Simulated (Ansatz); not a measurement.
# LaP: the cost of one run

Computed with Ansatz 0.2.0 (DFT PBEsol, scalar-relativistic, plane waves, PAW, unless a step's input says otherwise).

**1. The starting structure**

Symmetry: Pm-3m, No. 221, cubic system. The conventional cell has a = 3.588 Å, b = 3.588 Å, c = 3.588 Å, α = 90.00°, β = 90.00°, γ = 90.00°. Around La (site symmetry m-3m) lie 8 P at 3.11 Å. P (site symmetry m-3m) has 8 La at 3.11 Å as nearest neighbours.

As a file:

```
La P
1.0
     3.58827    0.00000    0.00000
     0.00000    3.58827    0.00000
     0.00000    0.00000    3.58827
La P
1 1
Direct
  0.00000 0.00000 0.00000
  0.50000 0.50000 0.50000
```

An earlier run at PBEsol left this cell at 23.101 Å³/atom and -0.01 GPa (10×10×10 mesh).

**2. Volume × 0.96**

Contents of input.yaml:

```yaml
crystal:
  lattice:
    - [3.5397784789, 0.0, 0.0]
    - [0.0, 3.5397784789, 0.0]
    - [0.0, 0.0, 3.5397784789]
  atoms:
    - { symbol: La, position: [0.0, 0.0, 0.0] }
    - { symbol: P, position: [0.5, 0.5, 0.5] }
basis:
  ecutwfc: 420
  ecutrho_ratio: 4
kpoints:
  mp_grid: { grid: [10, 10, 10] }
hamiltonian:
  xc: pbesol
scf:
  occupations: { method: gaussian, width: 0.05 }
output:
  forces: true
  stress: true
  eigenvalues: true
```

The run is started by

```bash
ansatz run input.yaml --threads 1 --pin off --max-ram 2560MiB --backend cpu --events-out ev --progress --plain --runs-dir out
```

Q: Estimate wall time and peak memory on 1 thread of Arm Neoverse V1, shared host.

About 2.1 s, with a peak of 0.32 GiB.
